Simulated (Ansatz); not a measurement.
# H6OSn: the cost of one run

All numbers below are computed with Ansatz 0.2.0 (RKS PBE-D4/def2-TZVP).

## (1) The structure to begin with

Bond lengths: Sn1–H3 1.740 Å, Sn1–H4 1.739 Å, Sn1–H5 1.739 Å, Sn1–O6 2.260 Å, O6–H7 1.010 Å. Angles: H3–Sn1–H4 109.5°, H3–Sn1–H5 109.5°, H3–Sn1–O6 178.9°, H4–Sn1–H5 109.5°, H4–Sn1–O6 70.0°, H5–Sn1–O6 70.0°, Sn1–O6–H7 109.5°.

Coordinates:

```xyz
8

Sn    0.0000    0.0000    0.0000
H     0.0000    0.0000    2.0900
H     1.6408    0.0000   -0.5794
H    -0.8195    1.4198   -0.5794
H    -0.8195   -1.4198   -0.5794
O    -2.1447    0.0000    0.7126
H    -2.6898   -0.6297    0.1413
H    -1.0640    0.0000    1.9402
```

## (2) Pulling towards end A

Springs on the bonds that form and break draw the guess towards this end; the thresholds are loose.

Input file input.yaml:

```yaml
crystal:
  periodic: [false, false, false]
  atoms:
    - { symbol: Sn, position_ang: [0.0, 0.0, 0.0] }
    - { symbol: H, position_ang: [0.0, 0.0, 2.09] }
    - { symbol: H, position_ang: [1.6408, 0.0, -0.5794] }
    - { symbol: H, position_ang: [-0.8195, 1.4198, -0.5794] }
    - { symbol: H, position_ang: [-0.8195, -1.4198, -0.5794] }
    - { symbol: O, position_ang: [-2.1447, 0.0, 0.7126] }
    - { symbol: H, position_ang: [-2.6898, -0.6297, 0.1413] }
    - { symbol: H, position_ang: [-1.064, 0.0, 1.9402] }
basis:
  gaussian: { orbitals: def2-TZVP }
hamiltonian:
  xc: pbe
  dispersion: d4
relax:
  f_tol: 0.15
  max_steps: 25
  restrain:
    - { distance: [0, 5], at: 3.16, k: 30.0 }
    - { distance: [7, 1], at: 1.86, k: 30.0 }
    - { distance: [0, 1], at: 1.74, k: 30.0 }
    - { distance: [7, 5], at: 1.01, k: 30.0 }
```

Started as:

```
ansatz run input.yaml --threads 4 --pin off --max-ram 5120MiB --backend cpu --events-out ev --progress --plain --runs-dir out
```

Q: Estimate wall time and peak memory on 4 threads of Arm Neoverse V2, shared host.

About 8.8 s, with a peak of 0.17 GiB.
